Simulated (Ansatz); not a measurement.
# CrO2 (P-42_1m): single point, by script

What energy and properties does CrO2 (P-42_1m) have at the given structure? A script is to give a single point; the system is CrO2 (P-42_1m).

Program: Ansatz 0.2.0 through its Python package. Level of theory: DFT PBEsol+D3(BJ), plane waves, norm-conserving potentials. These are calculated values, not measurements.

## 1. The structure

It takes space group P-42_1m (No. 113, tetragonal). Conventional cell: a = 4.471 Å, b = 4.471 Å, c = 2.995 Å, α = 90.00°, β = 90.00°, γ = 90.00°. Around Cr (site symmetry 2mm) lie 6 O at 1.89 to 1.99 Å. O (site symmetry m) is surrounded by 3 Cr at 1.89 to 1.99 Å.

The script holds or builds the structure itself.

## 2. The code

run_scf.py reads:

```python
"""Self-consistent field of CrO2 at the given structure."""

import warnings

import ansatz as az
import pandas as pd

warnings.simplefilter("ignore", az.DeckWarning)

cro2 = (
    az.Lattice.of((4.47134, 0.0, 0.0), (0.0, 4.47134, 0.0), (0.0, 0.0, 2.99518))
    .atom("Cr", (0.0, 0.5, 0.23845), moment=2.1)
    .atom("Cr", (0.5, 0.0, 0.76155), moment=-2.1)
    .atom("O", (0.70171, 0.20171, 0.25362))
    .atom("O", (0.29829, 0.79829, 0.25362))
    .atom("O", (0.20171, 0.29829, 0.74638))
    .atom("O", (0.79829, 0.70171, 0.74638))
)

# the calculation
job = (
    cro2.calculation()
    .functional(az.Functional.PBESOL, dispersion="D3(BJ)")
    .pseudopotentials("nc")
    .kpoints(5, 5, 8, center="gamma")
    .occupations("gaussian", width=0.1)
    .spin("collinear")
    .compute(forces=True)
)
session = job.session()
planned = session.plan(threads=1)
outcome = planned.execute()
report = outcome.report

n_atoms = len(report["lattice"]["sites"])
print("F =", round(report["free_energy_ev"], 4), "eV for", n_atoms, "atoms")
print("E(sigma -> 0) =", round(report["energy_sigma0_ev"], 4), "eV, TS =", round(report["entropy_ts_ev"], 5), "eV")
print("closed by", report["closed_by"], "after", report["n_iterations"], "iterations")

print("site moments (muB):", [round(m, 2) for m in report["site_moments_mub"]])
print("electrons up, down:", [round(n, 3) for n in report["spin_occupation_sums"]])

# forces in eV per angstrom
table = pd.DataFrame(report["forces_ev_ang"], columns=["fx", "fy", "fz"])
table.insert(0, "atom", [site["symbol"] for site in report["lattice"]["sites"]])
print(table.round(4).to_string())
```

## 3. Running it

Started as:

```bash
> python run_scf.py
```

Q: Predict the main results. Wanted: free energy; gap on the mesh; largest force; moment, net / absolute.

**Answer**, as computed:

```
              quantity                               value
           free energy  -6635.9969 eV (-1105.9995 eV/atom)
       gap on the mesh                                none
         largest force                          0.729 eV/Å
moment, net / absolute             0.00 / 3.99 μB per cell
```

What this shows: Filled and empty levels meet on the mesh: no gap at this level. Forces reach 0.73 eV/Å, so the atoms aren't at rest. Reading the output:
- For a metal this k-point mesh is coarse: on a finer one energies can move by several to tens of meV an atom and pressures by half a GPa or more, differences at one mesh by less.
- Without a Hubbard U or exact exchange, semilocal functionals often make such 3d compounds metallic or too weakly gapped.
- The structure comes from a database of computed cells and needn't be a stable or known phase.
